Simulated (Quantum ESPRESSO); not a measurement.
A run of Quantum ESPRESSO 7.5 is set up as follows.

File pw.in:

```
&CONTROL
  calculation = 'scf'
  prefix = 'pwscf'
  outdir = './tmp'
  pseudo_dir = './pseudo'
  tprnfor = .true.
  tstress = .true.
  disk_io = 'nowf'
/
&SYSTEM
  ibrav = 0
  nat = 2
  ntyp = 1
  ecutwfc = 78
  nbnd = 21
  occupations = 'smearing'
  smearing = 'gaussian'
  degauss = 0.00073499
/
&ELECTRONS
  conv_thr = 4d-10
  electron_maxstep = 120
  mixing_beta = 0.5
/
ATOMIC_SPECIES
Ge    72.6300 Ge.upf
CELL_PARAMETERS angstrom
   0.0000000000    2.7832000000    2.8808960000
   2.7832000000    0.0000000000    2.8808960000
   2.7832000000    2.7832000000    0.0000000000
ATOMIC_POSITIONS crystal
Ge     0.0000000000    0.0000000000    0.0000000000
Ge     0.2500000000    0.2500000000    0.2500000000
K_POINTS automatic
10 10 10 0 0 0
```

Potentials or basis: PseudoDojo 0.4.1 SR PBEsol standard.

Command:

```console
$ OMP_NUM_THREADS=1 pw.x -in pw.in > pw.out
```

**Question.** Predict the band gap on the k mesh.

**Answer.** 0.01 eV, direct.

**Question.** Estimate the pressure.

**Answer.** 1.6 GPa.

Stress tensor (GPa, compression positive):
```
 2.53  0.00  0.00
 0.00  2.53  0.00
 0.00  0.00 -0.17
```

A k mesh can miss the band edges. PBEsol gaps usually lie below the measured ones, often by a third to a half.
